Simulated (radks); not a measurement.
# Te³⁷⁺ in [Ne] 3s2 3p3: an all-electron calculation

One table from this session's results is given with a row withheld; the runs are named, their logs left out.

Method: scalar-relativistic Kohn-Sham, Wu-Cohen GGA, spin-polarised, spherical densities, finite nucleus; open shells are filled with parallel spins first. Code: radks (a radial shooting solver on a logarithmic mesh, Libxc functionals) version 1.

### What is computed

* element: tellurium (Z = 52)
* charge: +37
* electrons: 15
* configuration: [Ne] 3s2 3p3
* nuclear rms radius: 4.7423 fm

The outer shells:

Te³⁷⁺
```
[Ne] core
3s [↑↓]
3p [↑ ][↑ ][↑ ]
```

The first run:

Settings of this run:

```text
Z 52
configuration [Ne] 3s2 3p3 4s0 3d0 4p0 4f0
relativity scalar-relativistic
functional wc,pbe
spin polarised
nucleus finite rms 4.7423 fm
c 137.035999084
```

Steps of the session up to this table: Self-consistent calculation.

One of the session's tables, all rows but one given; the rest of the session is left out.

It belongs to the step «Radial structure». Radial moments (bohr):

```
  level      <r>  outermost maximum (interpolated)  90 % within  nodes
  1s up  0.02781                            0.0179       0.0500      0
1s down  0.02781                            0.0179       0.0500      0
  2s up   0.1183                             0.101        0.182      1
2s down   0.1183                             0.101        0.182      1
  2p up   0.1032                            0.0806        0.167      0
2p down   0.1032                            0.0807        0.167      0
  3s up   0.2887                             0.273        0.419      2
3s down   0.2892                             0.273        0.420      2
  3p up        ?                                 ?            ?      ?
3p down   0.2805                             0.263        0.415      1
  3d up   0.2476                             0.210        0.377      0
3d down   0.2472                             0.209        0.377      0
  4s up   0.5420                             0.546        0.762      3
4s down   0.5438                             0.548        0.765      3
  4p up   0.5403                             0.545        0.767      2
4p down   0.5423                             0.547        0.770      2
  4f up   0.4548                             0.401        0.661      0
4f down   0.4596                             0.406        0.668      0
```

**Question.** Estimate the row for 3p up.

The run gave: <r>: 0.2800; outermost maximum (interpolated): 0.263; 90 % within: 0.414; nodes: 1. In the column «<r>» it lies between 3d up (0.2476) and 3p down (0.2805).

Caveats from the session: Open shells are spherical and high-spin; term and fine-structure splittings are not resolved.
